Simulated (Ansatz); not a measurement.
**BH₃O₂Si: how energies converge with the basis set**

How large a basis does BH₃O₂Si need? Two functionals are run in growing sets.

Computed with Ansatz 0.2.0, Gaussian basis. Level: one geometry, several basis sets.

Plan: PBE0-D4/def2-SVP; ωB97M-V/def2-SVP; PBE0-D4/def2-QZVPP; ωB97M-V/def2-QZVPP; the functionals' def2-TZVPP values are taken from earlier runs.

## (1) Structure used throughout

An earlier PBE0-D4 in a triple-zeta def2 set relaxation fixed the geometry.

SMILES `O[SiH]1BO1`, 7 atoms, charge 0, spin multiplicity 1.

Atoms are counted from 1 here; the program's logs count them from 0.

Bond lengths: O1–Si2 1.634 Å, O1–H5 0.959 Å, Si2–B3 1.884 Å, Si2–O4 1.735 Å, Si2–H6 1.481 Å, B3–O4 1.351 Å, B3–H7 1.190 Å. Angles: Si2–O1–H5 118.1°, O1–Si2–B3 123.1°, O1–Si2–O4 115.1°, O1–Si2–H6 109.6°, B3–Si2–O4 43.6°, B3–Si2–H6 126.9°, O4–Si2–H6 109.4°, Si2–B3–O4 62.3°, Si2–B3–H7 167.1°, O4–B3–H7 130.6°, Si2–O4–B3 74.1°.

Geometry (Å):

| atom | x (Å) | y (Å) | z (Å) |
| --- | --- | --- | --- |
| O1 | -1.08520 | 0.70212 | -1.14008 |
| Si2 | -0.02735 | 0.46784 | 0.08341 |
| B3 | 1.23246 | -0.93324 | 0.10066 |
| O4 | 0.04066 | -1.15352 | 0.69664 |
| H5 | -1.93261 | 1.10072 | -0.93383 |
| H6 | -0.33634 | 1.40034 | 1.19197 |
| H7 | 2.16948 | -1.65225 | -0.04446 |

## (2) PBE0-D4 in def2-SVP

The input, in.yaml:

```yaml
crystal:
  periodic: [false, false, false]
  atoms:
    - {symbol: O, position_ang: [-1.085199, 0.702115, -1.140083]}
    - {symbol: Si, position_ang: [-0.027352, 0.467843, 0.083407]}
    - {symbol: B, position_ang: [1.232462, -0.933245, 0.100657]}
    - {symbol: O, position_ang: [0.040658, -1.153520, 0.696645]}
    - {symbol: H, position_ang: [-1.932614, 1.100717, -0.933828]}
    - {symbol: H, position_ang: [-0.336337, 1.400338, 1.191966]}
    - {symbol: H, position_ang: [2.169482, -1.652247, -0.044463]}
basis:
  gaussian: {orbitals: def2-SVP}
hamiltonian: {xc: pbe0, dispersion: d4}
output: {orbitals: {seedname: orbitals}}
```

The run is started by

```
$ ansatz run in.yaml --threads 2 --pin off --events-out ev --progress --plain --max-ram 4352MiB
```

Further steps of the session: ωB97M-V in def2-SVP; PBE0-D4 in def2-QZVPP; ωB97M-V in def2-QZVPP.

Q: Predict the results of all the runs planned. Wanted: PBE0-D4: double and triple zeta above quadruple; ωB97M-V: double and triple zeta above quadruple.

**Answer**, as computed:

| quantity | value |
| --- | --- |
| PBE0-D4: double and triple zeta above quadruple | 9.41, 0.56 eV |
| ωB97M-V: double and triple zeta above quadruple | 9.51, 0.52 eV |

PBE0-D4 gains 8.85 eV from double to triple zeta, then 0.56 eV more. These are total energies; as a rule much of such shifts cancels in differences, which this series doesn't test. The LUMO of ωB97M-V is positive and keeps falling with the basis (1.41 to 0.76 eV): an unbound level that the basis holds in place.
